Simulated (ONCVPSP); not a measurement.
**An ONCV potential for tungsten, from input to tests**

Do these settings give a usable potential? It is generated, then checked for transferability, scattering, ghosts and hardness.

The numbers are computed with ONCVPSP 4.0.1.1 (patched build) (LDA (Perdew-Wang 92), scalar-relativistic, spin-unpolarised reference atom).

## (1) The design

Typed settings, in words:

- element: tungsten (W, Z = 74)
- type: optimised norm-conserving Vanderbilt (ONCV)
- frozen core: [Kr] 4d10
- valence charge: 28
- reference configuration: 4f14 5s2 5p6 5d4 6s2
- partial waves: 5s+6s: rc 1.70 bohr, ncon 5, nbas 8, qcut 8 1/bohr, 2 projectors; 5p: rc 1.85 bohr, ncon 3, nbas 6, qcut 8 1/bohr, 2 projectors, debl 2.4 Ha; 5d: rc 2.25 bohr, ncon 4, nbas 9, qcut 6.6 1/bohr, 2 projectors, debl 3.8 Ha; 4f: rc 1.05 bohr, ncon 3, nbas 8, qcut 17.7 1/bohr, 2 projectors, debl 1 Ha
- local potential: polynomial inside 0.65 bohr (lpopt 5, dvloc0 6 Ha)
- core correction: Teter function, fcfact 4.75, rcfact 1.05

The outer shells as boxes (Hund's rule for the drawing; the calculation is spin-unpolarised):

```
[Kr] core
4d [↑↓][↑↓][↑↓][↑↓][↑↓]
4f [↑↓][↑↓][↑↓][↑↓][↑↓][↑↓][↑↓]
5s [↑↓]
5p [↑↓][↑↓][↑↓]
5d [↑ ][↑ ][↑ ][↑ ][  ]
6s [↑↓]
```

An earlier all-electron run gives the scale for the radii.

All-electron outer shells of the reference configuration (LDA (PZ), scalar-relativistic, ld1.x):

```csv
shell,level (eV),outermost node (bohr),outermost maximum (bohr)
4d,-238.26,0.22,0.45
5s,-79.30,0.53,0.96
5p,-43.38,0.57,1.09
4f,-33.46,–,0.43
6s,-5.91,1.28,2.64
5d,-4.68,0.63,1.50
6p,-1.47,1.54,3.75
```

## (2) The generation run

The input, W.dat:

```
# ATOM AND REFERENCE CONFIGURATION
# atsym  z   nc   nv     iexc    psfile
  W 74.00    9    5  -001012      upf
#
#   n    l    f
    1    0    2.00
    2    0    2.00
    2    1    6.00
    3    0    2.00
    3    1    6.00
    3    2   10.00
    4    0    2.00
    4    1    6.00
    4    2   10.00
    4    3   14.00
    5    0    2.00
    5    1    6.00
    5    2    4.00
    6    0    2.00
#
# PSEUDOPOTENTIAL AND OPTIMIZATION
# lmax
    3
#
#   l,   rc,      ep,       ncon, nbas, qcut
    0    1.70    0.00    5    8    8.00
    1    1.85    0.00    3    6    8.00
    2    2.25    0.00    4    9    6.60
    3    1.05    0.00    3    8   17.70
#
# LOCAL POTENTIAL
# lloc, lpopt,  rc(5),   dvloc0
    4    5    0.65    6.00
#
# VANDERBILT-KLEINMAN-BYLANDER PROJECTORs
# l, nproj, debl
    0    2    3.50
    1    2    2.40
    2    2    3.80
    3    2    1.00
#
# MODEL CORE CHARGE
# icmod, fcfact, rcfact
    3    4.75    1.05
#
# LOG DERIVATIVE ANALYSIS
# epsh1, epsh2, depsh
   -4.00    5.00    0.02
#
# OUTPUT GRID
# rlmax, drl
    6.00    0.01
#
# TEST CONFIGURATIONS
# ncnf
    4
# nvcnf
#   n    l    f
    5
    4    3   14.00
    5    0    2.00
    5    1    6.00
    5    2    4.00
    6    0    1.00
#
    5
    4    3   14.00
    5    0    2.00
    5    1    6.00
    5    2    4.00
    6    0    0.00
#
    5
    4    3   14.00
    5    0    2.00
    5    1    6.00
    5    2    3.00
    6    0    0.00
#
    5
    4    3   13.00
    5    0    2.00
    5    1    6.00
    5    2    5.00
    6    0    1.00
#
```

Run with:

```sh
$ oncvpsp.x < W.dat > W.out
```

Q: Predict the outcome of this session. Wanted: cutoffs for 1 and 0.1 mHa per electron, occupied waves; bound ghosts; GHOST(+) flags; largest test error; largest phase difference near zero energy, channels read; rms error of d²Exc/dn², without and with the model core; projector energies reset by the program.

**Answer**, as computed:

```
                                                quantity                              value
  cutoffs for 1 and 0.1 mHa per electron, occupied waves                  128 Ha and 139 Ha
                                            bound ghosts    s at -638.55 eV, p at -74.46 eV
                                          GHOST(+) flags                        d at 291 eV
                            largest test error (AE − PS)  -12 meV, for 4f14 5s2 5p6 5d3 6s0
largest phase difference near zero energy, channels read                          0.000 rad
 rms error of d²Exc/dn², without and with the model core                  4.72 and 3.20 mHa
                 projector energies reset by the program                f: -1.230, 0.250 Ha
```

**Reading.** It has a bound ghost (s, p), a state that the atom doesn't have, and that rules the file out. The worst unpolarised test, 4f14 5s2 5p6 5d3 6s0, is off by 12 meV on 50.8 eV; by total energies transferability rates as good. Atomic tests can pass in spite of a ghost, since they solve only for the levels asked. It counts as very hard, with 128 Ha needed at the looser tolerance. At the looser tolerance the 4f wave is the slowest; 5s needs 25 Ha. Near zero energy the phases of the channels with partial waves agree within 0.001 rad. The pseudo curves have a pole with no partner nearby in the atom's: p at -2.72 Ha. The program also flags highly localised states, GHOST(+) (d). All of this concerns the isolated atom, not yet a solid.
